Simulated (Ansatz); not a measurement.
This script makes a scan of ordered alloys across composition of W-Cu mixtures with the Ansatz DFT code, driven from Python.

Script `alloy_w.py`:
```python
# -*- coding: utf-8 -*-
'''Mixing of W and Cu on the bcc lattice, after relaxing atoms and volume at fixed cell shape.'''

from collections import Counter
import warnings

import ansatz
import numpy as np

CUTOFF = 550
K_SPACING = 0.33
FILLING = 'gaussian'
SIGMA = 0.05


def bcc(a_site, a):
    return (
        ansatz.Lattice.bcc(a)
        .space_group(229)
        .atom(a_site, [0, 0, 0])
        .primitive()
    )

A_FIRST, A_LAST = 3.16, 2.87


def solve(name, crystal):
    calc = (
        crystal.calculation()
        .basis(CUTOFF)
        .functional(ansatz.Functional.R2SCAN)
        .kpoints(spacing=K_SPACING)
        .occupations(FILLING, width=SIGMA)
        .band_table()
    )
    calc = calc.relax(force_tolerance=0.01, max_steps=60, fix_cell=['shape'])
    return calc.run()


def volume_per_atom(outcome):
    return abs(np.linalg.det(outcome.lattice.cell_ang)) / len(outcome.lattice.sites)


def counts(outcome):
    return Counter(site.symbol for site in outcome.lattice.sites)


def main():
    warnings.simplefilter('ignore', ansatz.DeckWarning)

    # ordered cells: the first k mixed sites take the second element
    phases = {}
    for k in range(2 + 1):
        a = A_FIRST + (A_LAST - A_FIRST) * k / 2
        cell = bcc('W', a).conventional().resolved()
        sites = [site.position for site in cell.sites if site.symbol == 'W']
        for position in sites[:k]:
            cell = cell.substitution('Cu', at=position, replaces='W')
        phases[f'W{2 - k}Cu{k}'] = cell.resolved()

    done = {}
    for name, crystal in phases.items():
        done[name] = solve(name, crystal)
        print(f'{name}: {done[name].report["energy_sigma0_ev"]:.4f} eV, {len(done[name].lattice.sites)} atoms')

    # mixing quantities against the straight line between the end members, both on this lattice
    x = {name: counts(o)['Cu'] / (counts(o)['W'] + counts(o)['Cu']) for name, o in done.items()}
    first, last = min(x, key=x.get), max(x, key=x.get)
    energy = {name: o.report['energy_sigma0_ev'] / len(o.lattice.sites) for name, o in done.items()}
    volume = {name: volume_per_atom(o) for name, o in done.items()}
    rows = []
    for name in sorted(done, key=x.get):
        line = lambda table: (1 - x[name]) * table[first] + x[name] * table[last]
        rows.append((name, x[name], 1000 * (energy[name] - line(energy)), volume[name], 100 * (volume[name] / line(volume) - 1)))
    print('      cell       x(Cu)  E_mix (meV/atom)  V (A^3/atom)  excess V (%)')
    for row in rows:
        print(f'{str(row[0]):>10}  {row[1]:10.3f}  {row[2]:+16.1f}  {row[3]:12.3f}  {row[4]:+12.2f}')


if __name__ == '__main__':
    main()
```

Do these ordered cells favour mixing or separation, and does the volume follow a straight line between the end members?

Mixing energies: +611 meV an atom at x(W) = 0.50 (volume -0.4 % off the straight line). All are positive, so the end members on this lattice are favoured over these cells.

What the script printed:

```console
$ python alloy_w.py
W2Cu0: -20794.5629 eV, 2 atoms
W1Cu1: -17027.2340 eV, 2 atoms
W0Cu2: -13262.3484 eV, 2 atoms
      cell       x(Cu)  E_mix (meV/atom)  V (A^3/atom)  excess V (%)
     W2Cu0       0.000              +0.0        15.946         +0.00
     W1Cu1       0.500            +610.8        13.658         -0.40
     W0Cu2       1.000              +0.0        11.480         +0.00
```

Total energies depend on the potentials; only differences at equal settings carry meaning. Atoms and volume are relaxed with the cell's shape held, which in cells of lower than cubic symmetry can hide stresses and shift volumes. Spin-orbit coupling, which matters for elements this heavy, is left out. These are small ordered cells, with both end members on the same lattice, which need not be their own; they aren't random solutions. Differences under about 40 meV an atom lie within the error of mesh and functional. The cells are prototypes set up for this calculation and needn't exist. It ran for 32 s on 1 thread of Arm Neoverse V1, with other jobs on the host, peak memory 0.45 GiB.

(A comment or docstring line of the script was reworded after the run, the code is as it ran; lines on the test bed's own set-up are left out of the output.)
